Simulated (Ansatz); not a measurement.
# Cu+ with HCl: structure and interaction energy

The task here is to estimate one member of a computed series from the others.

Program: Ansatz 0.2.0, Gaussian basis. Level of theory: PBE0-D4 structure, single points in def2-TZVPPD. These are calculated values, not measurements.

Levels: PBE-D4, revPBE-D4, BLYP-D4, r2SCAN-D4, B97M-V, PBE0-D4, B3LYP-D4, HSE06-D4, wB97X-V, wB97M-V, B2PLYP, Hartree-Fock, MP2, CCSD, CCSD(T). The reference is CCSD(T) extrapolated to the basis limit. For elements past Ar these valence bases correlate outer-core shells poorly and lack relativity, so that limit is rough.

Cores are frozen in the correlated methods. The 3s and 3p shells of Cu and Zn are frozen; filled d shells are correlated. B3LYP uses VWN-RPA correlation. B2PLYP carries no dispersion term here.

163 further runs of the same task are left out: 163 set aside as unsound or not needed.

### Starting geometry

The pair, from a GFN2-xTB docking trial: 3 atoms, charge 1, spin multiplicity 1.

Atoms are counted from 1 here; the program's logs count them from 0.

Bond lengths: Cu1–Cl2 2.189 Å, Cl2–H3 1.277 Å. Angles: Cu1–Cl2–H3 114.7°.

Coordinates:

```csv
atom,x (Å),y (Å),z (Å)
Cu1,0.1024,-0.0175,-1.6788
Cl2,0.4681,-0.0801,0.4785
H3,-0.5705,0.0976,1.2003
```

Atoms 1 to 1 are fragment A (Cu+), the rest fragment B (HCl).

The first run:

File pre/in.yaml:

```yaml
crystal:
  periodic: [false, false, false]
  atoms:
    - {symbol: Cu, position_ang: [0.102400, -0.017500, -1.678800]}
    - {symbol: Cl, position_ang: [0.468100, -0.080100, 0.478500]}
    - {symbol: H, position_ang: [-0.570500, 0.097600, 1.200300]}
basis:
  gaussian: {orbitals: def2-SVP}
total_charge: 1
hamiltonian: {xc: pbe, dispersion: d4}
relax: {f_tol: 0.03, max_steps: 250}
```

The run is started by

```
$ ansatz run in.yaml --threads 2 --pin off --events-out ev --progress --plain --max-ram 5222MiB
```

Among the steps run: A first relaxation in a small basis; Relaxation at PBE0-D4; wB97X-V/def2-TZVPPD; wB97M-V/def2-TZVPPD; B2PLYP/def2-TZVPPD; B97M-V/def2-TZVPPD; CCSD(T)/def2-TZVPPD; Vibrations of the pair.

One table of the session follows, with a row left open; its other results are not shown here.

```
      method  interaction (meV)
      PBE-D4              -1535
   revPBE-D4              -1381
     BLYP-D4              -1479
   r2SCAN-D4              -1521
      B97M-V              -1457
     PBE0-D4              -1305
    B3LYP-D4              -1321
    HSE06-D4              -1301
     wB97X-V              -1225
     wB97M-V              -1217
      B2PLYP                  ?
Hartree-Fock               -589
         MP2              -1067
        CCSD               -932
     CCSD(T)               -996
 CCSD(T)/CBS              -1178
```

Estimate the missing values for B2PLYP.

The run gave: interaction (meV): -1196. In the column «interaction (meV)» it lies between wB97M-V (-1217) and CCSD(T)/CBS (-1178).
